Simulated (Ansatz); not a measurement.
# Ag (Silver): further runs on the relaxed cell

One table from this session's results is given with a row withheld; the runs are named, their logs left out.

Computed with Ansatz 0.2.0 (DFT r2SCAN, scalar-relativistic, plane waves, PAW, unless a step's input says otherwise).

1 further run of the same task is left out (set aside as unsound or not needed).

### The structure to begin with

It takes space group Fm-3m (No. 225, cubic). The conventional cell has a = 4.104 Å, b = 4.104 Å, c = 4.104 Å, α = 90.00°, β = 90.00°, γ = 90.00°. Ag (site symmetry m-3m) has 12 Ag at 2.90 Å as nearest neighbours.

As a file:

```
CELL_PARAMETERS angstrom
0.00000 2.05209 2.05209
2.05209 0.00000 2.05209
2.05209 2.05209 0.00000
ATOMIC_POSITIONS crystal
Ag 0.00000 0.00000 0.00000
```

This cell was relaxed beforehand with the same method: volume 17.28 Å³/atom, gap on the mesh none (metal).

The first run:

input.yaml reads:

```yaml
crystal:
  lattice:
    - [0.0, 2.0520933044, 2.0520933044]
    - [2.0520933044, 0.0, 2.0520933044]
    - [2.0520933044, 2.0520933044, 0.0]
  atoms:
    - { symbol: Ag, position: [0.0, 0.0, 0.0] }
basis:
  ecutwfc: 500
kpoints:
  mp_grid: { grid: [18, 18, 18] }
  band_path:
    path:
      - [[0.0, 0.0, 0.0], [0.5, 0.0, 0.5], [0.625, 0.25, 0.625]]
      - [[0.375, 0.375, 0.75], [0.0, 0.0, 0.0], [0.5, 0.5, 0.5], [0.5, 0.25, 0.75], [0.5, 0.0, 0.5]]
    npoints: 14
hamiltonian:
  xc: r2scan
scf:
  occupations: { method: gaussian, width: 0.1 }
  n_extra_bands: 6
output:
  forces: true
  stress: true
  eigenvalues: true
  populations: true
  dos: { projected: true, de: 0.02, nscf_kmesh: { grid: [27, 27, 27] } }
  bader: true
```

On the command line:

```bash
> ansatz run input.yaml --threads 1 --pin off --max-ram 2560MiB --backend cpu --events-out ev --progress --plain --runs-dir out
```

Among the steps run: Electronic structure at the relaxed geometry; Volume × 0.97; Point at V/V0 = 1.03; Volume × 0.94; Volume × 1.06.

One of the session's tables, all rows but one given; the rest of the session is left out.

It belongs to the step «Fit of the equation of state». 

| volume (Å³/atom) | energy above the lowest point (meV/atom) | pressure (GPa) |
| --- | --- | --- |
| 16.246 | 23.0 | 7.66 |
| 16.765 | 5.3 | 3.42 |
| 17.283 | 0.0 | -0.03 |
| 17.802 | ? | ? |
| 18.320 | 17.9 | -5.11 |

Q: Estimate the row for volume (Å³/atom) = 17.802 from the others.

Worked estimate for «energy above the lowest point (meV/atom)». A straight line through the neighbours (17.283, 0.0) and (18.320, 17.9) gives 0.0 + (17.9 − 0.0) × (17.802 − 17.283) / (18.320 − 17.283) = 9.0; a parabola fitted to 3 rows on both sides gives 4.2.

The run gave: energy above the lowest point (meV/atom): 4.8; pressure (GPa): -2.83. In «energy above the lowest point (meV/atom)» the line misses by +4.2 and the parabola by -0.6.
